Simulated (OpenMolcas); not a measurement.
# triplet BBr2F at ROMP2/3-21G

Aim: the energy of triplet BBr2F. 

The calculation is run with OpenMolcas 26.06.

## Step 1: The system as given

BBr2F has 4 atoms, charge 0, and is taken as a triplet. As SMILES of the parent species, `FB(Br)Br`. The coordinates come from a PBE0-D4/def2-TZVP relaxation. That shape belongs to the parent species and isn't relaxed for this state.

Bond lengths: F1–B2 1.307 Å, B2–Br3 1.901 Å, B2–Br4 1.901 Å. Angles: F1–B2–Br3 119.1°, F1–B2–Br4 119.1°, Br3–B2–Br4 121.7°.

## Step 2: The energy at ROMP2/3-21G

File job.inp:

```
* BBr2F ROMP2

&gateway
 baslib=$CurrDir
 coord
 4
 angstrom
 F        1.316550       0.465960       0.364370
 B        0.123960       0.043770       0.034160
 Br      -0.483040      -1.629420       0.701450
 Br      -0.957470       1.119690      -1.099980
 basis=3-21G
 group=NoSym

&seward

&scf
 uhf
 spin=3
 prorbitals=0

&rasscf
 fileorb=$Project.UnaOrb
 spin=3
 nactel=2 0 0
 inactive=41
 ras2=2
 outorbitals=Canonical
 orblisting=Nothing

&caspt2
 ipea=0.0
 frozen=20
```

The basis set 3-21G is read from a file made from the Basis Set Exchange's data (not shown).

Started as:

```bash
$ export MOLCAS_MEM=1860
$ pymolcas job.inp > job.log
```

What values should one expect? Wanted: total energy.

Computed results:

Level: ROMP2/3-21G, 20 core orbitals frozen.

| quantity | value |
| --- | --- |
| total energy | -5243.67651 Eh |

The run may have ended on a state above the lowest.
